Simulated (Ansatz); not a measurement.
**LuP: squeezing one contact**

One table from this session's results is given with a row withheld; the runs are named, their logs left out.

Computed with Ansatz 0.2.0 (DFT PBEsol, with the methods named in each step, unless a step's input says otherwise).

## The starting structure

It takes space group Fm-3m (No. 225, cubic). Conventional cell: a = 5.524 Å, b = 5.524 Å, c = 5.524 Å, α = 90.00°, β = 90.00°, γ = 90.00°. Lu (site symmetry m-3m) has 6 P at 2.76 Å in its first shell of neighbours. P (site symmetry m-3m) is surrounded by 6 Lu at 2.76 Å.

Structure file:

```cif
data_structure
_symmetry_space_group_name_H-M 'P 1'
_symmetry_Int_Tables_number 1
_cell_length_a 3.9059
_cell_length_b 3.9059
_cell_length_c 3.9059
_cell_angle_alpha 60.000
_cell_angle_beta 60.000
_cell_angle_gamma 60.000
_cell_volume 42.13
loop_
_atom_site_label
_atom_site_type_symbol
_atom_site_fract_x
_atom_site_fract_y
_atom_site_fract_z
_atom_site_occupancy
Lu1 Lu 0.00000 0.00000 0.00000 1
P1 P 0.50000 0.50000 0.50000 1
```

Atoms are numbered in the order of the input: Lu1, P2.

The first run:

File input.yaml:

```yaml
crystal:
  lattice:
    - [0.0, 2.7618574834, 2.7618574834]
    - [2.7618574834, 0.0, 2.7618574834]
    - [2.7618574834, 2.7618574834, 0.0]
  atoms:
    - { symbol: Lu, position: [0.0, 0.0, 0.0] }
    - { symbol: P, position: [0.5, 0.5, 0.5] }
kpoints:
  mp_grid: { grid: [9, 9, 9] }
scf:
  occupations: { method: fermi_dirac, width: 0.05 }
hamiltonian:
  xc: pbesol
  pseudopotentials: { kind: all_electron, lapw: { basis_error: 0.001 } }
output:
  forces: true
  stress: true
  eigenvalues: true
  populations: true
```

The run is started by

```console
$ ansatz run input.yaml --threads 1 --pin off --max-ram 2048MiB --backend cpu --events-out ev --progress --plain --runs-dir out
```

Among the steps run: The bond as given, LAPW; Shortest bond scaled by 1, crystal datasets; Shortest bond scaled by 1.1, LAPW; Shortest bond scaled by 0.94, LAPW; Shortest bond scaled by 0.88, LAPW; Shortest bond scaled by 0.7, LAPW; Shortest bond scaled by 0.7, crystal datasets.

One of the session's tables, all rows but one given; the rest of the session is left out.

| method | length (Å) | force along the bond (eV/Å) | pressure (GPa) | largest force (eV/Å) |
| --- | --- | --- | --- | --- |
| LAPW | 1.933 | 17.283 | 32.35 | 17.283 |
| LAPW | 2.430 | 2.479 | 0.79 | 2.479 |
| LAPW | 2.596 | 0.954 | -2.54 | 0.954 |
| LAPW | 2.762 | 0.000 | -3.65 | 0.000 |
| LAPW | 3.038 | ? | ? | ? |
| PAW | 1.933 | 17.367 | 32.57 | 17.367 |
| PAW | 2.430 | 2.483 | 0.80 | 2.483 |
| PAW | 2.596 | 0.956 | -2.54 | 0.956 |
| PAW | 2.762 | 0.000 | -3.66 | 0.000 |
| PAW | 3.038 | -1.869 | -0.60 | 1.869 |
| PAW (level accurate) | 1.933 | 17.316 | 32.46 | 17.316 |
| crystal datasets | 1.933 | 17.283 | 32.34 | 17.284 |
| crystal datasets | 2.762 | 0.000 | -3.65 | 0.000 |

**Question.** Estimate the row for LAPW, 3.038.

The run gave: force along the bond (eV/Å): -1.866; pressure (GPa): -0.60; largest force (eV/Å): 1.866. In the column «force along the bond (eV/Å)» it lies between PAW, 3.038 (-1.869) and LAPW, 2.762 (0.000).

To keep in mind: Warnings in the runs' records: crystal datasets made, gradients without spin orbit.
